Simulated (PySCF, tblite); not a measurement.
**C6H10O2S: geometry, infrared bands, NMR shifts, electronic excitations and core binding energies**

What infrared bands, NMR shifts, electronic excitations and core binding energies should C6H10O2S (`CC[C@@H]1CC=CS1(=O)=O`) show?

Computed with tblite 0.8.0 and PySCF 2.14.0, with density-fitted response routines of our own, on a single molecule in the gas phase. Atoms are numbered from 0 throughout.

## Step 1: The starting structure

19 atoms, charge 0, multiplicity 1; geometry from: GFN2-xTB.

Bonds of the start (Å): C0–C1 1.52, C1–C2 1.52, C2–C3 1.52, C3–C4 1.50, C4–C5 1.32, C5–S6 1.80, S6–O7 1.44, S6–O8 1.44, S6–C2 1.84, C0–H9 1.09, C0–H10 1.09, C0–H11 1.09, C1–H12 1.09, C1–H13 1.09, C2–H14 1.09, C3–H15 1.09, C3–H16 1.09, C4–H17 1.08, C5–H18 1.07.

## Step 2: Harmonic vibrations with GFN2-xTB

Job settings and geometry (Å):

```
{"job": {"kind": "ir", "xc": "GFN2-xTB", "basis": "xTB"}, "charge": 0, "multiplicity": 1}
C      2.325297     0.702203    -0.580848
C      1.379715    -0.485810    -0.456273
C      0.209782    -0.149549     0.445987
C     -0.762007    -1.287510     0.715613
C     -2.168799    -0.758448     0.729048
C     -2.383327     0.444071     0.241580
S     -0.837700     1.130191    -0.364578
O     -0.803055     1.003711    -1.796819
O     -0.590133     2.435552     0.184975
H      2.765104     0.947947     0.383638
H      1.778008     1.569259    -0.941714
H      3.126221     0.478518    -1.280812
H      0.982711    -0.734381    -1.442900
H      1.914664    -1.356590    -0.066506
H      0.536074     0.325168     1.370497
H     -0.687759    -2.040396    -0.075575
H     -0.542936    -1.786601     1.662008
H     -2.943063    -1.401661     1.121472
H     -3.308600     0.973578     0.143746
```

**Question.** This job is followed by: PBE0-D3(BJ)/def2-SVP geometry optimisation, gas phase; GIAO PBE0/pcSseg-1 NMR shielding, non-relativistic, gas phase; TDDFT PBE0/def2-SVPD, vertical, gas phase, core orbitals frozen in the response; GIAO wB97X-D/pcSseg-1 NMR shielding, non-relativistic, gas phase; delta-SCF UKS SCAN, pcX-2 on the ionised atom, pcseg-1 elsewhere, spin-free X2C. What will the session give for the following? strongest single infrared mode (GFN2-xTB); zero-point energy (GFN2-xTB); point group; rotational constants (main isotopes); ¹³C shifts against TMS (PBE0/pcSseg-1); ¹H shifts against TMS (PBE0/pcSseg-1, means over atoms taken as alike); ³³S shifts against CS2 (PBE0/pcSseg-1); ¹⁷O shifts against H2O (PBE0/pcSseg-1); lowest singlet (PBE0/def2-SVPD); brightest single state of those computed; lowest triplet; vertical ionisation energy (ΔSCF); C1s binding energies, SCAN/pcX-2; O1s binding energies, SCAN/pcX-2; S1s binding energies, SCAN/pcX-2; S2p binding energies, SCAN/pcX-2; range of the shift of O7.

**Answer**, as computed:

```
                                                              quantity                                                                value
                             strongest single infrared mode (GFN2-xTB)                                                1247 cm⁻¹, 412 km/mol
                                          zero-point energy (GFN2-xTB)                                                        95.1 kcal/mol
                                                           point group                                                                   C1
                                  rotational constants (main isotopes)                                                 2.01, 1.44, 1.05 GHz
                                ¹³C shifts against TMS (PBE0/pcSseg-1)                             144.6, 142.6, 65.2, 36.7, 24.1, 14.0 ppm
¹H shifts against TMS (PBE0/pcSseg-1, means over atoms taken as alike)                   6.66, 6.43, 2.60, 2.52, 2.16, 1.85, 1.49, 1.28 ppm
                                ³³S shifts against CS2 (PBE0/pcSseg-1)                                                              344 ppm
                                ¹⁷O shifts against H2O (PBE0/pcSseg-1)                                                     248.7, 236.3 ppm
                                       lowest singlet (PBE0/def2-SVPD)                                          5.73 eV (216 nm), f = 0.001
                              brightest single state of those computed                                          state 2, 6.25 eV, f = 0.081
                                                        lowest triplet                                                              4.19 eV
                                     vertical ionisation energy (ΔSCF)                                                              9.89 eV
                                      C1s binding energies, SCAN/pcX-2  C3 291.63, C2 291.37, C4 291.34, C5 291.06, C1 291.04, C0 290.68 eV
                                      O1s binding energies, SCAN/pcX-2                                              O8 537.20, O7 537.18 eV
                                      S1s binding energies, SCAN/pcX-2                                                        S6 2482.21 eV
                                      S2p binding energies, SCAN/pcX-2                                                         S6 173.83 eV
                                              range of the shift of O7                                                   228.5 to 236.3 ppm
```

All 51 modes are real, so the xTB geometry is a minimum. The strongest single mode, at 1247 cm⁻¹, has its largest shares on S6, O8 and O7 (the list is cut at 3 atoms). GFN2-xTB is a fitted tight-binding method: band positions and strengths are rough. Its intensities can rank the bands wrongly. Relaxing lowered the energy by 0.129 eV in 4 steps; the close pair that moved most is S6–O7, from 1.438 to 1.463 Å. The lowest singlet, at 5.73 eV, is HOMO−1→LUMO 0.58, HOMO→LUMO 0.41 and is dark; of the 10 states computed, the strongest absorption comes from state 2 at 6.25 eV. The lowest triplet lies 1.54 eV below the lowest singlet (triplets in Tamm-Dancoff, singlets in full TDDFT). The orbital energy would give 8.06 eV for ionisation, ΔSCF gives 9.89 eV. The C1s levels kept as sound span 0.95 eV, from C0 (methyl carbon) up to C3 (allylic sp3 CH2). The O1s levels computed lie within 0.02 eV of one another, too close to rank. Across the 2 runs the shift of O7 moves most, between 228.5 (wB97X-D/pcSseg-1) and 236.3 ppm (PBE0/pcSseg-1).
